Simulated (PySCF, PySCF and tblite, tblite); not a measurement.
**C5H6OS: conformers and averaged spectra**

Aim: find the conformers of C5H6OS (`SCc1ccco1`), weigh them, and average their properties.

Programs: PySCF 2.14.0 with density-fitted response routines of our own, and tblite 0.8.0. All values are computed, except where a source is named. Atoms count from 0 throughout.

## 1. The molecule as given

13 atoms, charge 0, multiplicity 1; geometry from: MMFF94s geometry.

Bonds of the start (Å): C1–C2 1.49, C1–H8 1.10, C1–H9 1.11, C2–C3 1.37, C2–O6 1.36, C3–C4 1.42, C3–H10 1.08, C4–C5 1.37, C4–H11 1.08, C5–H12 1.09, C5–O6 1.35, S0–C1 1.80, S0–H7 1.35.

## 2. GFN2-xTB relaxation, conformer 1

Job settings and geometry (Å):

```
{"job": {"xc": "GFN2-xTB", "basis": "xTB", "kind": "relax"}, "charge": 0, "multiplicity": 1}
S     -2.552100     0.472700    -1.072800
C     -1.686000    -0.475700     0.184200
C     -0.212600    -0.236500     0.127500
C      0.803700    -0.790900    -0.613600
C      1.986100    -0.123500    -0.214100
C      1.604200     0.809500     0.713200
O      0.271200     0.753300     0.929800
H     -2.083400     1.676900    -0.685600
H     -1.889500    -1.546000     0.042600
H     -2.075800    -0.202400     1.182200
H      0.703800    -1.598300    -1.329900
H      2.987700    -0.293100    -0.582700
H      2.138300     1.554500     1.301700
```

Started as:

```console
OMP_NUM_THREADS=1 python ens_run.py task.json out
```

The driver reads the study from task.json and runs its stages one after another.

Standard output:

```text
step      E/eV     max force
  0    -572.93364    1.331
  1    -572.97839    0.547
  2    -572.99206    0.216
  3    -572.99566    0.180
  4    -572.99876    0.146
  5    -573.00112    0.114
  6    -573.00274    0.095
  7    -573.00355    0.082
  8    -573.00409    0.067
  9    -573.00453    0.069
 10    -573.00494    0.054
 11    -573.00529    0.048
 12    -573.00561    0.044
 13    -573.00595    0.056
 14    -573.00623    0.041
 15    -573.00641    0.036
 16    -573.00641    0.036
 17    -573.00648    0.033
 18    -573.00663    0.023
 19    -573.00668    0.020
 20    -573.00675    0.017
 21    -573.00679    0.018
 22    -573.00682    0.016
 23    -573.00686    0.019
 24    -573.00690    0.019
 25    -573.00694    0.015
 26    -573.00698    0.018
 27    -573.00701    0.016
 28    -573.00704    0.011
 29    -573.00706    0.010
 30    -573.00708    0.013
 31    -573.00711    0.016
 32    -573.00713    0.013
 33    -573.00715    0.009
 34    -573.00716    0.009
 35    -573.00716    0.010
 36    -573.00718    0.009
 37    -573.00720    0.014
 38    -573.00722    0.014
 39    -573.00724    0.011
 40    -573.00725    0.011
 41    -573.00727    0.012
 42    -573.00729    0.013
 43    -573.00731    0.013
 44    -573.00733    0.014
 45    -573.00735    0.013
 46    -573.00737    0.013
 47    -573.00739    0.013
 48    -573.00741    0.010
 49    -573.00742    0.007
 50    -573.00743    0.007
 51    -573.00744    0.008
 52    -573.00745    0.011
 53    -573.00746    0.008
 54    -573.00747    0.005
 55    -573.00747    0.005
 56    -573.00747    0.005
 57    -573.00748    0.006
 58    -573.00748    0.007
 59    -573.00749    0.010
 60    -573.00751    0.012
 61    -573.00752    0.010
 62    -573.00753    0.011
 63    -573.00754    0.007
 64    -573.00755    0.005
 65    -573.00755    0.005
 66    -573.00756    0.005
 67    -573.00756    0.005
 68    -573.00757    0.006
 69    -573.00757    0.007
 70    -573.00758    0.008
 71    -573.00759    0.010
 72    -573.00760    0.010
 73    -573.00761    0.010
 74    -573.00763    0.012
 75    -573.00764    0.011
 76    -573.00766    0.009
 77    -573.00766    0.007
 78    -573.00767    0.008
 79    -573.00768    0.012
 80    -573.00770    0.015
 81    -573.00772    0.014
 82    -573.00774    0.009
 83    -573.00775    0.007
 84    -573.00775    0.007
 85    -573.00776    0.007
 86    -573.00776    0.006
 87    -573.00777    0.005
 88    -573.00777    0.003
```

Run time: 0.51 s. Hardware: 1 thread of Arm Neoverse V1, shared host.

Gain 0.074 eV; displacement 0.07 Å root mean square.

GFN2-xTB relaxation, conformer 2:

Job settings and geometry (Å):

```
{"job": {"xc": "GFN2-xTB", "basis": "xTB", "kind": "relax"}, "charge": 0, "multiplicity": 1}
S      2.523700     0.573100     1.195700
C      1.702500    -0.401600    -0.107800
C      0.244500    -0.238500    -0.061600
C     -0.625500     0.709000    -0.611800
C     -1.932100     0.309000    -0.214200
C     -1.791300    -0.839300     0.516000
O     -0.475500    -1.177200     0.611300
H      1.968300     1.754200     0.864800
H      1.984100    -1.460800     0.039900
H      2.094700    -0.088500    -1.065000
H     -0.346100     1.559200    -1.197400
H     -2.867400     0.800900    -0.454200
H     -2.484200    -1.498800     1.029900
```

Standard output:

```text
step      E/eV     max force
  0    -572.91183    1.720
  1    -572.95996    0.819
  2    -572.97637    0.305
  3    -572.98448    0.189
  4    -572.98749    0.150
  5    -572.98959    0.125
  6    -572.99087    0.104
  7    -572.99145    0.068
  8    -572.99173    0.045
  9    -572.99197    0.038
 10    -572.99197    0.038
 11    -572.99207    0.032
 12    -572.99225    0.029
 13    -572.99236    0.043
 14    -572.99265    0.049
 15    -572.99290    0.039
 16    -572.99307    0.027
 17    -572.99315    0.026
 18    -572.99321    0.021
 19    -572.99327    0.019
 20    -572.99333    0.015
 21    -572.99336    0.013
 22    -572.99338    0.012
 23    -572.99340    0.012
 24    -572.99343    0.015
 25    -572.99345    0.018
 26    -572.99348    0.015
 27    -572.99350    0.013
 28    -572.99352    0.010
 29    -572.99353    0.007
 30    -572.99353    0.007
 31    -572.99353    0.005
 32    -572.99354    0.007
 33    -572.99355    0.007
 34    -572.99355    0.007
 35    -572.99356    0.007
 36    -572.99357    0.005
 37    -572.99357    0.005
 38    -572.99357    0.005
 39    -572.99357    0.004
 40    -572.99358    0.006
 41    -572.99358    0.007
 42    -572.99359    0.008
 43    -572.99359    0.005
 44    -572.99359    0.004
```

Run time: 0.24 s. Hardware: 1 thread of Arm Neoverse V1, shared host.

Gain 0.082 eV; displacement 0.03 Å root mean square.

**GFN2-xTB relaxation, conformer 3**

Job settings and geometry (Å):

```
{"job": {"xc": "GFN2-xTB", "basis": "xTB", "kind": "relax"}, "charge": 0, "multiplicity": 1}
S     -2.598900     0.239800     0.696800
C     -1.490700    -0.162600    -0.678200
C     -0.056200    -0.047000    -0.260300
C      0.733300    -0.715800     0.625400
C      2.018000    -0.137300     0.559200
C      1.920800     0.857900    -0.395500
O      0.667700     0.922000    -0.901400
H     -3.736500     0.108200     0.003800
H     -1.704500     0.494500    -1.507700
H     -1.696800    -1.192700    -0.989500
H      0.418200    -1.538500     1.272300
H      2.900100    -0.404400     1.114500
H      2.621200     1.576300    -0.788700
```

Standard output:

```text
step      E/eV     max force
  0    -572.85337    1.245
  1    -572.89585    0.851
  2    -572.90924    0.213
  3    -572.91367    0.138
  4    -572.91580    0.110
  5    -572.91728    0.094
  6    -572.91860    0.091
  7    -572.91919    0.070
  8    -572.91943    0.042
  9    -572.91961    0.041
 10    -572.91981    0.037
 11    -572.91981    0.037
 12    -572.91990    0.033
 13    -572.92004    0.033
 14    -572.92014    0.041
 15    -572.92040    0.037
 16    -572.92066    0.047
 17    -572.92100    0.047
 18    -572.92130    0.059
 19    -572.92160    0.061
 20    -572.92187    0.051
 21    -572.92213    0.042
 22    -572.92235    0.043
 23    -572.92252    0.033
 24    -572.92264    0.029
 25    -572.92273    0.024
 26    -572.92281    0.027
 27    -572.92291    0.032
 28    -572.92306    0.041
 29    -572.92328    0.051
 30    -572.92351    0.045
 31    -572.92368    0.032
 32    -572.92379    0.025
 33    -572.92388    0.025
 34    -572.92399    0.032
 35    -572.92411    0.029
 36    -572.92425    0.037
 37    -572.92439    0.035
 38    -572.92452    0.030
 39    -572.92460    0.024
 40    -572.92465    0.021
 41    -572.92471    0.020
 42    -572.92479    0.027
 43    -572.92489    0.028
 44    -572.92499    0.026
 45    -572.92506    0.023
 46    -572.92514    0.025
 47    -572.92524    0.036
 48    -572.92539    0.038
 49    -572.92554    0.034
 50    -572.92566    0.036
 51    -572.92577    0.028
 52    -572.92590    0.031
 53    -572.92601    0.028
 54    -572.92610    0.028
 55    -572.92618    0.028
 56    -572.92628    0.036
 57    -572.92638    0.036
 58    -572.92646    0.022
 59    -572.92650    0.014
 60    -572.92652    0.011
 61    -572.92655    0.012
 62    -572.92657    0.012
 63    -572.92659    0.012
 64    -572.92661    0.016
 65    -572.92664    0.015
 66    -572.92668    0.018
 67    -572.92672    0.016
 68    -572.92675    0.017
 69    -572.92679    0.017
 70    -572.92683    0.017
 71    -572.92690    0.025
 72    -572.92698    0.030
 73    -572.92709    0.031
 74    -572.92721    0.037
 75    -572.92735    0.042
 76    -572.92752    0.038
 77    -572.92771    0.038
 78    -572.92789    0.036
 79    -572.92802    0.025
 80    -572.92809    0.018
 81    -572.92814    0.018
 82    -572.92816    0.018
 83    -572.92819    0.018
 84    -572.92822    0.014
 85    -572.92824    0.009
 86    -572.92825    0.006
 87    -572.92825    0.004
```

Wall time 0.48 s (1 thread of Arm Neoverse V1, shared host).

The energy fell by 0.075 eV, and the atoms moved 0.17 Å (root mean square).

## 3. Shieldings, conformer 1: B97-2/pcSseg-1 in chloroform

Job settings and geometry (Å):

```
{"job": {"xc": "B97-2", "basis": "pcSseg-1", "solvent": "chloroform", "kind": "nmr", "pop": true}, "charge": 0, "multiplicity": 1}
S     -2.559392     0.518874    -1.076041
C     -1.658937    -0.491723     0.182400
C     -0.204736    -0.233786     0.151100
C      0.805203    -0.815802    -0.559861
C      1.988249    -0.125642    -0.202326
C      1.610103     0.825662     0.692147
O      0.285737     0.771820     0.911260
H     -2.163782     1.698938    -0.604753
H     -1.880452    -1.522909    -0.083477
H     -2.083278    -0.250096     1.155994
H      0.715200    -1.631884    -1.246828
H      2.977914    -0.315131    -0.563311
H      2.163783     1.572167     1.225967
```

Standard output:

```text
coarse grid: 11864 points
cycle   1  E = -667.3247685085  dE =  1.215e+00  |g| = 4.549e-01  |ddm| = 3.443e+00
cycle   2  E = -667.3074610719  dE =  1.731e-02  |g| = 5.673e-01  |ddm| = 7.759e-01
cycle   3  E = -667.3698805502  dE = -6.242e-02  |g| = 7.803e-02  |ddm| = 3.878e-01
cycle   4  E = -667.3710097409  dE = -1.129e-03  |g| = 2.868e-02  |ddm| = 7.693e-02
cycle   5  E = -667.3711667328  dE = -1.570e-04  |g| = 1.094e-02  |ddm| = 2.968e-02
cycle   6  E = -667.3711943830  dE = -2.765e-05  |g| = 3.199e-03  |ddm| = 1.138e-02
cycle   7  E = -667.3711966451  dE = -2.262e-06  |g| = 8.380e-04  |ddm| = 3.124e-03
final grid: 111232 points
cycle   8  E = -667.4193765349  dE = -5.177e-05  |g| = 4.586e-03  |ddm| = 3.209e-02
cycle   9  E = -667.4193716160  dE =  4.919e-06  |g| = 6.770e-03  |ddm| = 6.292e-03
cycle  10  E = -667.4193796253  dE = -8.009e-06  |g| = 7.595e-04  |ddm| = 4.213e-03
cycle  11  E = -667.4193797050  dE = -7.971e-08  |g| = 3.685e-04  |ddm| = 7.931e-04
cycle  12  E = -667.4193797399  dE = -3.485e-08  |g| = 4.732e-05  |ddm| = 3.365e-04
cycle  13  E = -667.4193797403  dE = -3.811e-10  |g| = 2.656e-05  |ddm| = 5.467e-05
converged SCF energy = -667.4193797403

GIAO shielding tensors (ppm)
atom      isotropic    diamagn.    paramagn.     s11        s22        s33       span
  0 S      549.316    1055.072    -505.756    365.180    509.735    773.033    407.854
  1 C      157.837     245.068     -87.231    140.335    161.596    171.581     31.246
  2 C       27.970     258.070    -230.100    -49.553     33.792     99.670    149.224
  3 C       73.731     252.903    -179.172     -4.837     66.550    159.479    164.315
  4 C       70.215     256.190    -185.975    -15.264     65.372    160.537    175.800
  5 C       42.484     250.891    -208.407    -32.873     52.161    108.163    141.037
  6 O       38.948     398.938    -359.990    -90.246    -34.469    241.559    331.805
  7 H       29.352      29.542      -0.190     22.057     28.942     37.057     15.000
  8 H       28.214      28.701      -0.487     23.001     27.088     34.552     11.551
  9 H       27.476      28.351      -0.876     22.233     26.778     33.416     11.183
 10 H       25.157      33.107      -7.950     22.623     25.001     27.846      5.223
 11 H       25.066      31.281      -6.215     23.195     25.548     26.455      3.260
 12 H       24.279      30.081      -5.803     21.278     25.179     26.380      5.102
```

It took 25 s on 1 thread of Arm Neoverse V1, shared host; peak memory 0.84 GiB.

This run: HOMO -6.17 eV, LUMO -0.20 eV; dipole 1.84 D.

Orbitals, density, ELF and potential are computed afterwards from the orbital file.

Frontier orbitals at B97-2/pcSseg-1, with the share of their density that lies nearest to each atom:

| orbital | energy (eV) | lies on |
| --- | --- | --- |
| HOMO | -6.17 | C2, C5 about 24 % each; S0 19 %; C3 13 % |
| LUMO | -0.20 | C2 19 %; S0 18 %; C5 15 % |

ELF in a plane through or near 6 of the atoms.

Values, 10 rows by 14 columns:
```
0.00 0.00 0.00 0.00 0.00 0.00 0.00 0.00 0.00 0.00 0.00 0.00 0.00 0.00
0.00 0.00 0.00 0.00 0.00 0.00 0.00 0.00 0.00 0.00 0.00 0.00 0.00 0.00
0.00 0.00 0.00 0.62 0.91 0.03 0.04 0.10 0.00 0.00 0.00 0.00 0.00 0.00
0.00 0.00 0.01 0.96 1.00 0.45 0.80 0.88 0.04 0.01 0.01 0.02 0.00 0.00
0.00 0.00 0.00 0.09 0.61 0.30 0.62 0.74 0.18 0.69 0.17 0.18 0.12 0.00
0.00 0.00 0.08 0.49 0.67 0.52 0.61 0.31 0.89 0.40 0.33 0.10 0.08 0.00
0.00 0.00 0.13 0.60 0.46 0.72 0.62 0.52 0.27 0.99 0.83 0.01 0.00 0.00
0.00 0.00 0.00 0.01 0.03 0.23 0.84 0.36 0.01 0.91 0.52 0.00 0.00 0.00
0.00 0.00 0.00 0.00 0.00 0.01 0.16 0.03 0.00 0.00 0.00 0.00 0.00 0.00
0.00 0.00 0.00 0.00 0.00 0.00 0.00 0.00 0.00 0.00 0.00 0.00 0.00 0.00
```
The map spans 11.0 Å across and 9.3 Å up, centred on the molecule. Atoms in the plane (x, y in Å): C1 (1.7, -0.2), C2 (0.2, -0.1), C5 (-1.7, 0.9), O6 (-0.4, 1.1), H8 (2.0, -1.2), H12 (-2.3, 1.8).

On the surface of density 0.002 e/bohr³ the electrostatic potential runs, from the 1st to the 99th percentile, from -1.16 V near S0 to 1.21 V near H12.

## 4. Single-point energy, conformer 1: PBE0/def2-SVP in chloroform

Changed since step 3:

```diff
@@ -1,2 +1,2 @@
-{"job": {"xc": "B97-2", "basis": "pcSseg-1", "solvent": "chloroform", "kind": "nmr", "pop": true}, "charge": 0, "multiplicity": 1}
+{"job": {"xc": "PBE0", "basis": "def2-SVP", "solvent": "chloroform", "kind": "sp"}, "charge": 0, "multiplicity": 1}
 S     -2.559392     0.518874    -1.076041
```

Standard output:

```text
coarse grid: 11864 points
cycle   1  E = -666.6459939500  dE =  1.197e+00  |g| = 4.171e-01  |ddm| = 4.078e+00
cycle   2  E = -666.6352842542  dE =  1.071e-02  |g| = 4.967e-01  |ddm| = 8.306e-01
cycle   3  E = -666.6860474896  dE = -5.076e-02  |g| = 6.739e-02  |ddm| = 4.191e-01
cycle   4  E = -666.6869596316  dE = -9.121e-04  |g| = 2.304e-02  |ddm| = 8.025e-02
cycle   5  E = -666.6870709283  dE = -1.113e-04  |g| = 9.298e-03  |ddm| = 3.013e-02
cycle   6  E = -666.6870917558  dE = -2.083e-05  |g| = 2.599e-03  |ddm| = 1.162e-02
cycle   7  E = -666.6870933190  dE = -1.563e-06  |g| = 5.744e-04  |ddm| = 2.932e-03
final grid: 111232 points
cycle   8  E = -666.7673335679  dE = -1.841e-05  |g| = 1.030e-02  |ddm| = 3.056e-02
cycle   9  E = -666.7673080212  dE =  2.555e-05  |g| = 1.539e-02  |ddm| = 2.175e-02
cycle  10  E = -666.7673566900  dE = -4.867e-05  |g| = 1.720e-03  |ddm| = 1.261e-02
cycle  11  E = -666.7673573795  dE = -6.895e-07  |g| = 1.907e-04  |ddm| = 1.877e-03
cycle  12  E = -666.7673573865  dE = -6.994e-09  |g| = 1.068e-04  |ddm| = 3.091e-04
cycle  13  E = -666.7673573894  dE = -2.952e-09  |g| = 1.897e-05  |ddm| = 1.151e-04
cycle  14  E = -666.7673573895  dE = -6.685e-11  |g| = 8.755e-06  |ddm| = 2.614e-05
converged SCF energy = -666.7673573895
```

It took 7 s on 1 thread of Arm Neoverse V1, shared host; peak memory 0.7 GiB.

This run: HOMO -6.30 eV, LUMO 0.05 eV; dipole 1.65 D.

## 5. Shieldings, conformer 2: B97-2/pcSseg-1 in chloroform

Job settings and geometry (Å):

```
{"job": {"xc": "B97-2", "basis": "pcSseg-1", "solvent": "chloroform", "kind": "nmr", "pop": false}, "charge": 0, "multiplicity": 1}
S      2.506819     0.574687     1.215223
C      1.689491    -0.397450    -0.126622
C      0.217801    -0.271128    -0.081427
C     -0.621244     0.675160    -0.599992
C     -1.928356     0.300403    -0.208505
C     -1.785368    -0.838292     0.521536
O     -0.493234    -1.189873     0.604782
H      2.004115     1.753518     0.854622
H      1.994071    -1.426196     0.056900
H      2.093107    -0.045758    -1.074697
H     -0.343228     1.524621    -1.190403
H     -2.840672     0.810188    -0.440199
H     -2.497691    -1.469393     1.014408
```

Standard output:

```text
coarse grid: 11864 points
cycle   1  E = -667.3238510444  dE =  1.220e+00  |g| = 4.550e-01  |ddm| = 3.438e+00
cycle   2  E = -667.3062794927  dE =  1.757e-02  |g| = 5.701e-01  |ddm| = 7.852e-01
cycle   3  E = -667.3689577958  dE = -6.268e-02  |g| = 7.956e-02  |ddm| = 3.909e-01
cycle   4  E = -667.3701108551  dE = -1.153e-03  |g| = 2.963e-02  |ddm| = 7.734e-02
cycle   5  E = -667.3702776730  dE = -1.668e-04  |g| = 1.117e-02  |ddm| = 3.027e-02
cycle   6  E = -667.3703067020  dE = -2.903e-05  |g| = 3.204e-03  |ddm| = 1.175e-02
cycle   7  E = -667.3703089833  dE = -2.281e-06  |g| = 8.611e-04  |ddm| = 3.245e-03
final grid: 111232 points
cycle   8  E = -667.4187039207  dE = -5.220e-05  |g| = 4.436e-03  |ddm| = 3.100e-02
cycle   9  E = -667.4186994283  dE =  4.492e-06  |g| = 6.475e-03  |ddm| = 6.282e-03
cycle  10  E = -667.4187068614  dE = -7.433e-06  |g| = 7.406e-04  |ddm| = 4.119e-03
cycle  11  E = -667.4187069358  dE = -7.441e-08  |g| = 3.574e-04  |ddm| = 7.589e-04
cycle  12  E = -667.4187069685  dE = -3.267e-08  |g| = 4.796e-05  |ddm| = 3.318e-04
cycle  13  E = -667.4187069689  dE = -3.884e-10  |g| = 2.798e-05  |ddm| = 5.529e-05
converged SCF energy = -667.4187069689

GIAO shielding tensors (ppm)
atom      isotropic    diamagn.    paramagn.     s11        s22        s33       span
  0 S      535.340    1055.043    -519.704    331.294    495.890    778.836    447.542
  1 C      157.699     245.116     -87.417    139.333    161.551    172.212     32.878
  2 C       27.565     258.374    -230.809    -49.280     32.308     99.667    148.947
  3 C       74.105     253.437    -179.332     -6.035     67.529    160.821    166.856
  4 C       70.206     255.887    -185.681    -15.429     65.461    160.585    176.014
  5 C       42.890     250.988    -208.097    -32.442     52.690    108.423    140.865
  6 O       36.483     398.415    -361.932    -94.673    -34.930    239.053    333.726
  7 H       29.723      29.680       0.043     22.774     28.886     37.508     14.734
  8 H       28.317      28.231       0.087     23.373     27.297     34.281     10.908
  9 H       27.365      28.823      -1.458     21.777     26.782     33.536     11.759
 10 H       25.215      33.612      -8.396     22.750     24.866     28.030      5.280
 11 H       25.051      31.333      -6.282     23.160     25.560     26.434      3.274
 12 H       24.279      29.868      -5.589     21.239     25.189     26.409      5.170
```

Wall time 17 s (1 thread of Arm Neoverse V1, shared host); peak memory 0.85 GiB.

In short: HOMO -6.20 eV, LUMO -0.20 eV; dipole 2.41 D.

## 6. Single-point energy, conformer 2: PBE0/def2-SVP in chloroform

Changed since step 5:

```diff
@@ -1,2 +1,2 @@
-{"job": {"xc": "B97-2", "basis": "pcSseg-1", "solvent": "chloroform", "kind": "nmr", "pop": false}, "charge": 0, "multiplicity": 1}
+{"job": {"xc": "PBE0", "basis": "def2-SVP", "solvent": "chloroform", "kind": "sp"}, "charge": 0, "multiplicity": 1}
 S      2.506819     0.574687     1.215223
```

Standard output:

```text
coarse grid: 11864 points
cycle   1  E = -666.6450852853  dE =  1.202e+00  |g| = 4.177e-01  |ddm| = 4.081e+00
cycle   2  E = -666.6342351494  dE =  1.085e-02  |g| = 4.999e-01  |ddm| = 8.398e-01
cycle   3  E = -666.6852058366  dE = -5.097e-02  |g| = 6.851e-02  |ddm| = 4.192e-01
cycle   4  E = -666.6861254412  dE = -9.196e-04  |g| = 2.395e-02  |ddm| = 7.994e-02
cycle   5  E = -666.6862433236  dE = -1.179e-04  |g| = 9.678e-03  |ddm| = 3.073e-02
cycle   6  E = -666.6862658680  dE = -2.254e-05  |g| = 2.643e-03  |ddm| = 1.204e-02
cycle   7  E = -666.6862674859  dE = -1.618e-06  |g| = 6.222e-04  |ddm| = 3.151e-03
final grid: 111232 points
cycle   8  E = -666.7667091134  dE = -1.838e-05  |g| = 1.020e-02  |ddm| = 3.040e-02
cycle   9  E = -666.7666842938  dE =  2.482e-05  |g| = 1.517e-02  |ddm| = 2.184e-02
cycle  10  E = -666.7667319974  dE = -4.770e-05  |g| = 1.710e-03  |ddm| = 1.263e-02
cycle  11  E = -666.7667326728  dE = -6.754e-07  |g| = 1.899e-04  |ddm| = 1.854e-03
cycle  12  E = -666.7667326796  dE = -6.783e-09  |g| = 1.089e-04  |ddm| = 3.145e-04
cycle  13  E = -666.7667326827  dE = -3.075e-09  |g| = 1.982e-05  |ddm| = 1.201e-04
cycle  14  E = -666.7667326828  dE = -7.708e-11  |g| = 8.955e-06  |ddm| = 2.697e-05
converged SCF energy = -666.7667326828
```

It took 7 s on 1 thread of Arm Neoverse V1, shared host; peak memory 0.71 GiB.

In short: HOMO -6.33 eV, LUMO 0.05 eV; dipole 2.18 D.

[end of part 1 of 2]
